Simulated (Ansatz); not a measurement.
**C₂H₁₀BNSi: basis-set convergence**

The task here is to estimate one member of a computed series from the others.

Computed with Ansatz 0.2.0, Gaussian basis. Level: one geometry, several basis sets.

The runs, in order: PBE0-D4/def2-SVP; ωB97M-V/def2-SVP; PBE0-D4/def2-QZVPP; ωB97M-V/def2-QZVPP; the functionals' def2-TZVPP values are taken from earlier runs.

### Structure used throughout

An earlier PBE0-D4 in a triple-zeta def2 set relaxation fixed the geometry.

15 atoms, charge 0, spin multiplicity 1.

Atoms are counted from 1 here; the program's logs count them from 0.

Bond lengths: B1–N2 1.395 Å, B1–H6 1.200 Å, B1–H7 1.198 Å, N2–C3 1.458 Å, N2–Si4 1.756 Å, C3–H8 1.095 Å, C3–H9 1.090 Å, C3–H10 1.095 Å, Si4–C5 1.865 Å, Si4–H11 1.481 Å, Si4–H12 1.491 Å, C5–H13 1.093 Å, C5–H14 1.093 Å, C5–H15 1.093 Å. Angles: N2–B1–H6 119.4°, N2–B1–H7 119.3°, H6–B1–H7 121.3°, B1–N2–C3 121.6°, B1–N2–Si4 122.2°, C3–N2–Si4 116.3°, N2–C3–H8 111.4°, N2–C3–H9 109.8°, N2–C3–H10 111.1°, H8–C3–H9 108.2°, H8–C3–H10 107.7°, H9–C3–H10 108.5°, N2–Si4–C5 111.4°, N2–Si4–H11 108.0°, N2–Si4–H12 107.6°, C5–Si4–H11 111.1°, C5–Si4–H12 108.9°, H11–Si4–H12 109.9° and more.

Set-up of the first run:

Contents of in.yaml:

```yaml
crystal:
  periodic: [false, false, false]
  atoms:
    - {symbol: B, position_ang: [-1.682505, -0.625561, -1.089508]}
    - {symbol: N, position_ang: [-0.842669, -0.116356, -0.099177]}
    - {symbol: C, position_ang: [-1.037953, -0.441590, 1.308329]}
    - {symbol: Si, position_ang: [0.508776, 0.941801, -0.471793]}
    - {symbol: C, position_ang: [2.139428, 0.121579, -0.087820]}
    - {symbol: H, position_ang: [-2.590079, -1.347218, -0.778845]}
    - {symbol: H, position_ang: [-1.482946, -0.334354, -2.233951]}
    - {symbol: H, position_ang: [-0.182910, -0.991747, 1.714067]}
    - {symbol: H, position_ang: [-1.927392, -1.061281, 1.424450]}
    - {symbol: H, position_ang: [-1.165657, 0.465505, 1.907871]}
    - {symbol: H, position_ang: [0.420736, 1.308143, -1.904310]}
    - {symbol: H, position_ang: [0.371408, 2.162770, 0.372995]}
    - {symbol: H, position_ang: [2.965186, 0.800206, -0.317829]}
    - {symbol: H, position_ang: [2.268421, -0.785168, -0.683418]}
    - {symbol: H, position_ang: [2.216157, -0.147227, 0.968340]}
basis:
  gaussian: {orbitals: def2-SVP}
hamiltonian: {xc: pbe0, dispersion: d4}
output: {orbitals: {seedname: orbitals}}
```

Command:

```
$ ansatz run in.yaml --threads 4 --pin off --events-out ev --progress --plain --max-ram 10444MiB
```

Among the steps run: PBE0-D4 in def2-SVP; ωB97M-V in def2-SVP; PBE0-D4 in def2-QZVPP; ωB97M-V in def2-QZVPP.

One of the session's tables, all rows but one given; the rest of the session is left out.

It belongs to the step «Functionals by basis». 

```
functional       basis  HOMO (eV)  LUMO (eV)
   PBE0-D4    def2-SVP      -7.79       0.25
   PBE0-D4  def2-TZVPP          ?          ?
   PBE0-D4  def2-QZVPP      -7.84      -0.13
   ωB97M-V    def2-SVP     -10.06       2.27
   ωB97M-V  def2-TZVPP     -10.12       1.72
   ωB97M-V  def2-QZVPP     -10.13       1.37
```

Estimate the missing values for PBE0-D4, def2-TZVPP.

The run gave: HOMO (eV): -7.84; LUMO (eV): -0.04.
